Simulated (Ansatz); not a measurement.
# Sr2B5H3O11: the cost of one run

Computed with Ansatz 0.2.0 (DFT, PBE, plane-wave PAW, default files, scalar-relativistic, as far as a step names no other, unless a step's input says otherwise).

### Step 1. The structure to begin with

The structure is monoclinic, space group C2 (No. 5). Conventional cell: a = 10.234 Å, b = 8.024 Å, c = 6.390 Å, α = 90.00°, β = 127.88°, γ = 90.00°. Around Sr (site symmetry 1) lie 9 O at 2.56 to 2.90 Å and 1 H at 2.68 Å and 4 B at 2.92 to 3.44 Å. B (site symmetry 1) has 4 O at 1.46 to 1.52 Å as nearest neighbours. Around B (site symmetry 2) lie 4 O at 1.45 to 1.51 Å. B (site symmetry 1) has 3 O at 1.35 to 1.38 Å as nearest neighbours. H (site symmetry 2) has 2 O at 1.24 Å as nearest neighbours. H (site symmetry 1) is surrounded by 1 O at 0.88 Å. O (site symmetry 1) is surrounded by 2 B at 1.35 to 1.52 Å. Around O (site symmetry 1) lie 2 B at 1.38 to 1.46 Å. Only part of the 12 independent sites is listed.

Structure file:

```xyz
21
Lattice="5.1171 -4.0120 0.0000 5.1171 4.0120 0.0000 -3.9236 0.0000 5.0433" Properties=species:S:1:pos:R:3 pbc="T T T"
Sr   -1.4956    0.2822    4.6131
Sr    7.8062    0.2822    0.4302
B     1.4325   -1.9932    3.7588
B     4.8782   -1.9932    1.2845
B     3.1553   -0.6780    2.5217
B     0.7409    0.0313    2.5600
B     5.5697    0.0313    2.4833
H     5.1171    2.0991    0.0000
H     2.2229    1.5655    3.8057
H     4.0877    1.5655    1.2376
O    -0.2752    0.8794    2.2836
O     6.5859    0.8794    2.7597
O     0.4152   -1.0110    3.4088
O     5.8954   -1.0110    1.6345
O     5.1171   -2.6343    0.0000
O     2.3066    2.1015    4.4966
O     4.0040    2.1015    0.5467
O     2.7744   -1.4146    3.7124
O     3.5362   -1.4146    1.3309
O     2.0120    0.2150    2.0930
O     4.2986    0.2150    2.9503
```

### Step 2. First run, atoms as given

The input, input.yaml:

```yaml
crystal:
  lattice:
    - [5.1171, -4.012, 0.0]
    - [5.1171, 4.012, 0.0]
    - [-3.9235753588, 0.0, 5.0433223617]
  atoms:
    - { symbol: Sr, position: [0.16937, 0.23971, 0.91469] }
    - { symbol: Sr, position: [0.76029, 0.83063, 0.08531] }
    - { symbol: B, position: [0.6741, 0.1773, 0.7453] }
    - { symbol: B, position: [0.8227, 0.3259, 0.2547] }
    - { symbol: B, position: [0.5845, 0.4155, 0.5] }
    - { symbol: B, position: [0.2631, 0.2709, 0.5076] }
    - { symbol: B, position: [0.7291, 0.7369, 0.4924] }
    - { symbol: H, position: [0.2384, 0.7616, 0.0] }
    - { symbol: H, position: [0.3114, 0.7016, 0.7546] }
    - { symbol: H, position: [0.2984, 0.6886, 0.2454] }
    - { symbol: O, position: [0.0371, 0.2563, 0.4528] }
    - { symbol: O, position: [0.7437, 0.9629, 0.5472] }
    - { symbol: O, position: [0.4257, 0.1737, 0.6759] }
    - { symbol: O, position: [0.8263, 0.5743, 0.3241] }
    - { symbol: O, position: [0.8283, 0.1717, 0.0] }
    - { symbol: O, position: [0.3053, 0.8291, 0.8916] }
    - { symbol: O, position: [0.1709, 0.6947, 0.1084] }
    - { symbol: O, position: [0.7296, 0.377, 0.7361] }
    - { symbol: O, position: [0.623, 0.2704, 0.2639] }
    - { symbol: O, position: [0.3289, 0.3825, 0.415] }
    - { symbol: O, position: [0.6175, 0.6711, 0.585] }
kpoints:
  mp_grid: { grid: [4, 4, 4] }
scf:
  occupations: { method: fermi_dirac, width: 0.02 }
hamiltonian:
  xc: pbe
  pseudopotentials: { kind: paw }
output:
  forces: true
  stress: true
  populations: true
  efg:
    quadrupole_moments_barn: { Sr: 0.305, B: 0.04059, H: 0.00285783, O: -0.02558 }
    contact_densities: true
```

Launch:

```
$ ansatz run input.yaml --threads 1 --pin off --max-ram 3072MiB --backend cpu --events-out ev --progress --plain --runs-dir out
```

**Question.** How long does this run take on 1 thread of AMD EPYC 7R43 (Zen 3), shared host, and how much memory does it need?

About 83 s, with a peak of 0.6 GiB.
